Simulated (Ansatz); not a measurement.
**Cu3S4: two electronic states of one cell**

Aim: solve Cu3S4 (a known structure type filled with other elements, at an estimated volume) from each of its saved states, at one geometry and mesh, and see which is lowest and how they differ.

All numbers below are computed with Ansatz 0.2.0 (DFT, r2SCAN, plane waves, PAW).

**1. The system as given**

Symmetry: R-3m, No. 166, trigonal system. Conventional cell: a = 3.513 Å, b = 3.513 Å, c = 34.929 Å, α = 90.00°, β = 90.00°, γ = 120.00°. Cu (site symmetry -3m) has 6 S at 2.46 Å as nearest neighbours. Cu (site symmetry 3m) is surrounded by 6 S at 2.45 to 2.53 Å. S (site symmetry 3m) is surrounded by 3 Cu at 2.45 Å. S (site symmetry 3m) is surrounded by 6 Cu at 2.46 to 2.53 Å.

The coordinates stand in the input below.

The states: A, no atom with a moment over 0.3 μB (collinear spin); B, Cu2 down, Cu3 up, S4 up, S5 down (collinear spin). Each run reads its own saved solution as saved_state.

**2. Run from state A**

File input.yaml:

```yaml
crystal:
  lattice:
    - [3.51314597, 0.0, 0.0]
    - [-1.75657298, 3.04247591, 0.0]
    - [-1.75657298, 1.0141553, 11.64299134]
  atoms:
    - { symbol: Cu, position: [0.5, 0.5, 0.5] }
    - { symbol: Cu, position: [0.4171, 0.5829, 0.2513] }
    - { symbol: Cu, position: [0.5829, 0.4171, 0.7487] }
    - { symbol: S, position: [0.2888, 0.7112, 0.8664] }
    - { symbol: S, position: [0.7112, 0.2888, 0.1336] }
    - { symbol: S, position: [0.127, 0.873, 0.381] }
    - { symbol: S, position: [0.873, 0.127, 0.619] }
  symmetry: { detect: false, time_reversal: true }
kpoints:
  mp_grid: { grid: [6, 6, 6], shift: [0, 0, 0] }
magnetization:
  spin_polarized: true
scf:
  occupations: { method: fermi_dirac }
  lower_state_search: "off"
  max_iter: 200
hamiltonian:
  pseudopotentials: { kind: paw }
  xc: r2scan
basis:
  ecutwfc: 500
  fft_grid_basis: typed
output:
  forces: true
  stress: true
  eigenvalues: true
  bader: true
  populations: true
  elf: true
  write_potential: true
  volumetric_format: npy
  dos:
    e_range: [-12, 8]
    de: 0.05
    projected: { site_lists: { Cu: [Cu], S: [S] } }
checkpoint:
  read: saved_state
```

The log of the run:

```text
Warning: RAYON_NUM_THREADS=1 ignored (pool sized by the plan → 1); use --threads N
Engine: ansatz 0.2.0, x86_64-unknown-linux-gnu
Pseudopotentials: kind: paw
Pseudopotential: Cu, paw, valence charge 19, recommended cutoff 500 eV (meta_gga), Cu.paw.azcp
Pseudopotential: S, paw, valence charge 6, recommended cutoff 500 eV (meta_gga), S.paw.azcp
Functional definition: r2SCAN
  parameter k0 = 0.174
  parameter k1 = 0.065
  parameter a1 = 4.9479
  exchange = r2scan_x(k0 = k0, k1 = k1, a1 = a1)
  correlation = r2scan_c
Crystal: 7 atoms, lattice volume = 124.448 Å³
Basis set: ecut = 500 eV, 3139 PW (Γ), exchange–correlation on 108×108×360 points (64 copies of the dense FFT grid, shifted against one another)
Bands: 49, of which v1, the nominal top of the filled ones, is band 41 counted from 1 (40 counted from 0)
Symmetry: 1 space group operations
k-points: 112 of 216 (time reversal used)
Non-local potential: Cu, projectors of the file, l = 0: 3, l = 1: 2, l = 2: 3, l = 3: 1
Non-local potential: S, projectors of the file, l = 0: 2, l = 1: 2, l = 2: 2
PAW form: soft (Blöchl's): semilocal exchange-correlation on the pseudo side does not see the compensation charge
PAW frozen core: Cu, regenerated for the run's functional (the file was generated under x = pbe(κ = 0.804, μ = 0.2195149727645171), c = pbe(β = 0.06672455060314922))
PAW frozen core: S, regenerated for the run's functional (the file was generated under x = pbe(κ = 0.804, μ = 0.2195149727645171), c = pbe(β = 0.06672455060314922))
PAW one-centre angular grid: Cu, 590 points (default); XC on 160 Gauss nodes
PAW one-centre angular grid: S, 302 points (default); XC on 160 Gauss nodes
Initial density: read from a saved state, or passed on in memory by an earlier SCF of this step, an earlier step, the calling program or the single point that the run made first
Initial wavefunctions: pseudopotential atomic-orbital guess
Functional: x = r2scan, c = r2scan; τ floored in thin density (d = 2e-4 eV/Å³)
iter 1 solved again at ethr=1.19e-4 eV; its pass at ethr=3.10e-3 eV (dr2=9.64e-2 eV) is discarded
SCF iter   1: F=-23516.297095 eV  HF=-23516.296634 eV  |F-HF|=4.61e-4  |Δ(HF+E_count)|=         —  Δρ=3.57e-3 (↑3.57e-3 ↓3.57e-3)  dr2=9.63e-2  dr2_τ=3.42e-4  dr2_m=0.00e0  M=0.000 μB ∫|m|=0.000 μB  β_m=0.30  ethr=1.19e-4  ⟨swp⟩=2.3  Hψ=30053  notcnv=0
preconditioner: auto → Kerker (q_TF=auto, 2.540 Å⁻¹)  [metal: Δε(μ)=0.005 eV  Ē_g=8.969 eV  σ=0.100 eV  W_gap=0.01  n_scr=44 (ndim 8)  ℏωp=25.1 eV  f_vac=0.052  D(μ)=6.70/eV (n_scr^D=64)]
spin=Collinear: Kerker preconditioning applied to the charge; magnetization (m = ρ↑ − ρ↓) channel mixes plain (no charge-response kernel on spin).
SCF iter   2: F=-23516.380049 eV  HF=-23516.351956 eV  |F-HF|=2.81e-2  |Δ(HF+E_count)|=   5.53e-2  Δρ=2.62e-3 (↑2.62e-3 ↓2.62e-3)  dr2=8.63e-3  dr2_τ=8.82e-3  dr2_m=0.00e0  M=0.000 μB ∫|m|=0.000 μB  β_m=0.27  ethr=1.19e-4  ⟨swp⟩=2.0  Hψ=6782  notcnv=0
SCF iter   3: F=-23516.377275 eV  HF=-23516.373247 eV  |F-HF|=4.03e-3  |Δ(HF+E_count)|=   2.13e-2  Δρ=1.83e-3 (↑1.83e-3 ↓1.83e-3)  dr2=1.23e-2  dr2_τ=3.19e-4  dr2_m=0.00e0  M=0.000 μB ∫|m|=0.000 μB  β_m=0.27  ethr=1.07e-5  ⟨swp⟩=2.0  Hψ=8662  notcnv=0
SCF iter   4: F=-23516.387488 eV  HF=-23516.384502 eV  |F-HF|=2.99e-3  |Δ(HF+E_count)|=   1.13e-2  Δρ=9.48e-4 (↑9.48e-4 ↓9.48e-4)  dr2=1.44e-3  dr2_τ=9.57e-5  dr2_m=0.00e0  M=0.000 μB ∫|m|=0.000 μB  β_m=0.27  ethr=1.07e-5  ⟨swp⟩=1.0  Hψ=5936  notcnv=0
SCF iter   5: F=-23516.388517 eV  HF=-23516.388368 eV  |F-HF|=1.49e-4  |Δ(HF+E_count)|=   3.87e-3  Δρ=3.04e-4 (↑3.04e-4 ↓3.04e-4)  dr2=2.88e-4  dr2_τ=7.02e-6  dr2_m=0.00e0  M=0.000 μB ∫|m|=0.000 μB  β_m=0.53  ethr=1.78e-6  ⟨swp⟩=2.0  Hψ=9138  notcnv=0
SCF iter   6: F=-23516.388522 eV  HF=-23516.388605 eV  |F-HF|=8.32e-5  |Δ(HF+E_count)|=   2.37e-4  Δρ=1.72e-4 (↑1.72e-4 ↓1.72e-4)  dr2=1.62e-4  dr2_τ=1.79e-6  dr2_m=0.00e0  M=0.000 μB ∫|m|=0.000 μB  β_m=0.72  ethr=3.56e-7  ⟨swp⟩=2.0  Hψ=10533  notcnv=0
SCF iter   7: F=-23516.388274 eV  HF=-23516.388656 eV  |F-HF|=3.82e-4  |Δ(HF+E_count)|=   5.15e-5  Δρ=1.73e-4 (↑1.73e-4 ↓1.73e-4)  dr2=3.86e-4  dr2_τ=4.38e-7  dr2_m=0.00e0  M=0.000 μB ∫|m|=0.000 μB  β_m=0.66  ethr=2.00e-7  ⟨swp⟩=2.0  Hψ=8207  notcnv=0  recentre
SCF iter   8: F=-23516.388566 eV  HF=-23516.388645 eV  |F-HF|=7.80e-5  |Δ(HF+E_count)|=   1.17e-5  Δρ=8.21e-5 (↑8.21e-5 ↓8.21e-5)  dr2=8.13e-5  dr2_τ=8.37e-8  dr2_m=0.00e0  M=0.000 μB ∫|m|=0.000 μB  β_m=0.54  ethr=2.00e-7  ⟨swp⟩=1.0  Hψ=5936  notcnv=0
SCF iter   9: F=-23516.388611 eV  HF=-23516.388645 eV  |F-HF|=3.35e-5  |Δ(HF+E_count)|=   3.09e-7  Δρ=5.52e-5 (↑5.52e-5 ↓5.52e-5)  dr2=3.58e-5  dr2_τ=4.13e-8  dr2_m=0.00e0  M=0.000 μB ∫|m|=0.000 μB  β_m=0.50  ethr=1.00e-7  ⟨swp⟩=1.0  Hψ=5488  notcnv=0
SCF iter  10: F=-23516.388640 eV  HF=-23516.388644 eV  |F-HF|=3.51e-6  |Δ(HF+E_count)|=   8.53e-7  Δρ=1.87e-5 (↑1.87e-5 ↓1.87e-5)  dr2=4.22e-6  dr2_τ=9.28e-9  dr2_m=0.00e0  M=0.000 μB ∫|m|=0.000 μB  β_m=0.56  ethr=4.42e-8  ⟨swp⟩=1.0  Hψ=5488  notcnv=0
SCF iter  11: F=-23516.388643 eV  HF=-23516.388644 eV  |F-HF|=5.54e-7  |Δ(HF+E_count)|=   2.15e-7  Δρ=9.17e-6 (↑9.17e-6 ↓9.17e-6)  dr2=1.01e-6  dr2_τ=1.43e-9  dr2_m=0.00e0  M=0.000 μB ∫|m|=0.000 μB  β_m=0.78  ethr=5.21e-9  ⟨swp⟩=1.2  Hψ=5614  notcnv=0
SCF iter  12: F=-23516.388640 eV  HF=-23516.388644 eV  |F-HF|=3.78e-6  |Δ(HF+E_count)|=   2.02e-7  Δρ=2.30e-5 (↑2.30e-5 ↓2.30e-5)  dr2=3.60e-6  dr2_τ=3.02e-9  dr2_m=0.00e0  M=0.000 μB ∫|m|=0.000 μB  β_m=0.55  ethr=1.24e-9  ⟨swp⟩=2.0  Hψ=7676  notcnv=0  recentre
SCF iter  13: F=-23516.388644 eV  HF=-23516.388644 eV  |F-HF|=1.60e-7  |Δ(HF+E_count)|=   2.08e-7  Δρ=5.75e-6 (↑5.75e-6 ↓5.75e-6)  dr2=2.32e-7  dr2_τ=6.51e-10  dr2_m=0.00e0  M=0.000 μB ∫|m|=0.000 μB  β_m=0.77  ethr=1.24e-9  ⟨swp⟩=2.0  Hψ=7274  notcnv=0
SCF iter  14: F=-23516.388644 eV  HF=-23516.388644 eV  |F-HF|=1.65e-7  |Δ(HF+E_count)|=   3.78e-8  Δρ=5.34e-6 (↑5.34e-6 ↓5.34e-6)  dr2=1.73e-7  dr2_τ=1.51e-10  dr2_m=0.00e0  M=0.000 μB ∫|m|=0.000 μB  β_m=0.59  ethr=1.23e-10  ⟨swp⟩=7.2  Hψ=30785  notcnv=0
SCF iter  15: F=-23516.388644 eV  HF=-23516.388644 eV  |F-HF|=7.55e-9  |Δ(HF+E_count)|=   7.01e-9  Δρ=1.14e-6 (↑1.14e-6 ↓1.14e-6)  dr2=7.64e-9  dr2_τ=3.36e-11  dr2_m=0.00e0  M=0.000 μB ∫|m|=0.000 μB  ethr=1.23e-10  ⟨swp⟩=6.0  Hψ=31712  notcnv=0
SCF 1 converged in 15 iterations: F = -23516.388644 eV  dr2 = 7.64e-9
SCF converged after 15 iterations
Magnetization: 0.0000 μB (40.5000 up, 40.5000 down)
Absolute magnetization: 0.0000 μB (∫|ρ↑−ρ↓|)
Spin contamination: 0.0000 ħ² per cell (⟨S²⟩ above its minimum at these occupations)
Per-site moments (μB) at R_I (Å): [(0.0, 1.013249947978735), (0.0, 1.009741287291179), (0.0, 1.009741287291179), (0.0, 1.009741287291179), (0.0, 1.009741287291179), (0.0, 1.0132499479787351), (0.0, 1.013249947978735)]
Free energy (F): -23516.388644 eV
Harris-Foulkes:  -23516.388644 eV  (|F-HF|=7.55e-9)
Internal energy: -23516.164246 eV  (E = F + TS)
E sigma→0 (E₀):  -23516.276445 eV
Entropy (-TS):   -0.224398 eV (-32.057 meV/atom)
Fermi energy:    7.737610 eV
--- Per-component energies (eV) ---
  E_band       = -1623.617771
  E_kinetic    = 1307.748612
  E_local      = -20683.845675  (includes V_loc(G=0)·N_el)
  E_nonlocal   = 1305.600758
  E_hartree    = 9319.507943
  E_xc         = -609.278231
  E_vxc        = -737.769046  (∫ρ·V_xc dr)
  E_paw        = -7474.333987  (= ΣΔE_a)
  E_vpaw       = -1497.495550  (= ΣTr[D̂ρ^β])
  E_aug_tail   = 0.000444  (compensation charges beyond the density's cutoff)
  E_vtau       = 43.120947  (kinetic-family band-sum trace: ∫τ·v_τ [+ j·A + Jᵃ·Aᵃ] dr)
  E_ewald      = -6680.221719
  E_core_change = -1.342391  (= ΣΔE_core)
  E_smearing   = -0.224398  (= −TS)
  E_closure    = -0.000000  (closes the sum)
  Σ components = -23516.388644   (vs F -23516.388644, Δ=0.00e0)
--- Forces (eV/Å), atoms counted from 1 ---
  atom   1  Cu    -0.00000000     0.00000000     0.00003232
  atom   2  Cu     0.00000041     0.00000150    -0.79261126
  atom   3  Cu    -0.00000041    -0.00000151     0.79260878
  atom   4  S      0.00000485    -0.00000317    -1.20507471
  atom   5  S     -0.00000484     0.00000317     1.20511030
  atom   6  S      0.00000356    -0.00000462    -0.19908934
  atom   7  S     -0.00000357     0.00000462     0.19904614
  max |Σ_I F_I| component: 2.22e-5 eV/Å
--- Stress (GPa, compression-positive) ---
       -6.117607       0.000003      -0.000000
        0.000003      -6.117612      -0.000006
       -0.000000      -0.000006      -9.805700
  P = ⅓ Tr σ = -7.3470 GPa (-73.470 kbar)
--- Band table (eV; the first three rows and the last of 224) ---
  k-point 0 ↑: bands = ["-108.8165", "-108.8164", "-108.7407", "-64.6418", "-64.6415", "-64.6271", "-64.6271", "-64.6271", "-64.6271", "-64.5765", "-64.5688", "-64.5688", "-7.1881", "-6.3323", "-5.4459", "-4.9857", "1.4348", "3.4261", "3.4894", "3.4894", "3.9957", "4.0539", "4.0539", "4.4686", "4.4686", "4.7488", "4.7488", "4.9019", "4.9020", "5.0599", "5.0599", "5.4793", "5.5383", "5.6471", "6.9815", "6.9815", "7.4126", "7.8527", "7.8527", "8.5479", "8.5479", "8.5972", "8.5972", "12.2205", "12.7459", "14.3388", "14.5658", "15.4496", "15.4496"]
  k-point 1 ↑: bands = ["-108.8165", "-108.8164", "-108.7407", "-64.6418", "-64.6415", "-64.6271", "-64.6271", "-64.6271", "-64.6271", "-64.5765", "-64.5688", "-64.5688", "-7.1863", "-6.3435", "-5.4106", "-5.0134", "1.4698", "3.2830", "3.4897", "3.4897", "4.0524", "4.0524", "4.0750", "4.4700", "4.4700", "4.7487", "4.7487", "4.9019", "4.9019", "5.0602", "5.0602", "5.3974", "5.6458", "5.7415", "6.9769", "6.9769", "7.2969", "7.8643", "7.8643", "8.5121", "8.5121", "8.6254", "8.6254", "12.3021", "12.7454", "14.3068", "14.5140", "15.4530", "15.4530"]
  k-point 2 ↑: bands = ["-108.8165", "-108.8164", "-108.7407", "-64.6418", "-64.6415", "-64.6271", "-64.6271", "-64.6271", "-64.6271", "-64.5765", "-64.5688", "-64.5688", "-7.1824", "-6.3651", "-5.3204", "-5.0895", "1.5479", "3.0539", "3.4904", "3.4904", "4.0493", "4.0493", "4.1694", "4.4729", "4.4729", "4.7487", "4.7487", "4.9019", "4.9019", "5.0609", "5.0609", "5.3570", "5.6455", "6.0959", "6.9680", "6.9680", "6.9926", "7.8884", "7.8884", "8.4672", "8.4672", "8.6541", "8.6541", "12.4854", "12.7362", "14.2180", "14.4200", "15.4600", "15.4601"]
  k-point 111 ↓: bands = ["-108.8164", "-108.8164", "-108.7406", "-64.6417", "-64.6414", "-64.6282", "-64.6282", "-64.6274", "-64.6274", "-64.5763", "-64.5700", "-64.5691", "-5.5992", "-5.4371", "-4.4721", "-4.3727", "1.0780", "1.6720", "2.7347", "3.3914", "3.4435", "3.8101", "3.8181", "3.9192", "4.2363", "4.5651", "4.6045", "4.8021", "5.0811", "5.1079", "5.1482", "5.1713", "5.1786", "5.2778", "5.3439", "5.4217", "5.5065", "6.6677", "6.7130", "7.6527", "7.8654", "7.9098", "8.4420", "11.5871", "11.6690", "12.7259", "13.9055", "14.8821", "15.3303"]
--- Löwdin populations: 7 sites ---
  site symbol       q [e]    m [muB]
     0     Cu     18.2025     0.0000
     1     Cu     18.1542     0.0000
     2     Cu     18.1542     0.0000
     3      S      6.3816     0.0000
     4      S      6.3816     0.0000
     5      S      6.6066     0.0000
     6      S      6.6066     0.0000
  spilling = 0.006331 (of n_electrons = 81.000000)
--- Bader charges: 7 sites ---
  site symbol  charge [e]  shift [e]    m [muB]
     0     Cu      0.7218     0.0031     0.0000
     1     Cu      0.7440     0.0036     0.0000
     2     Cu      0.7440     0.0036     0.0000
     3      S     -0.4192     0.0017     0.0000
     4      S     -0.4191     0.0017     0.0000
     5      S     -0.6857     0.0034     0.0000
     6      S     -0.6857     0.0034     0.0000
  estimated error of the sums over rays = 5.7e-4 e
```

Run time: 3.5 min. Hardware: 1 thread of an x86-64 CPU, shared host; peak memory 1.3 GiB.

**3. What state A looks like**

States per cell by energy window, from dos.tsv and pdos.tsv (tetrahedra; eV from the Fermi level):

```
from    to  total  Cu s   Cu d   S p
-7.0  -6.0   1.07  0.20   0.14  0.69
-6.0  -5.0   3.16  0.33   0.59  2.12
-5.0  -4.0   6.51  0.21   2.78  3.39
-4.0  -3.0  11.19  0.08   7.61  3.36
-3.0  -2.0  16.70  0.25  13.83  2.34
-2.0  -1.0   4.73  0.04   1.88  2.63
-1.0   0.0   5.48  0.05   1.57  3.64
 0.0   1.0   5.11  0.04   1.25  3.72
 1.0   2.0   0.00  0.00   0.00  0.00
 2.0   3.0   0.00  0.00   0.00  0.00
 3.0   4.0   0.31  0.20   0.00  0.05
 4.0   5.0   1.61  0.86   0.01  0.29
```

By element, from the tables in the log (a charge is positive for electrons lost): Löwdin charges also hold the electrons that the projection spills.

```
element  atoms  Bader charge (e)  Bader volume (Å³)  Löwdin charge (e)
     Cu      3    +0.72 to +0.74       10.5 to 11.1     +0.80 to +0.84
      S      4    -0.69 to -0.42       19.7 to 26.2     -0.61 to -0.38
```

The Löwdin projection spills 0.6 % of the electrons and depends on the orbitals chosen; where it disagrees with Bader's partition, neither is an observable.

[end of part 1 of 2]
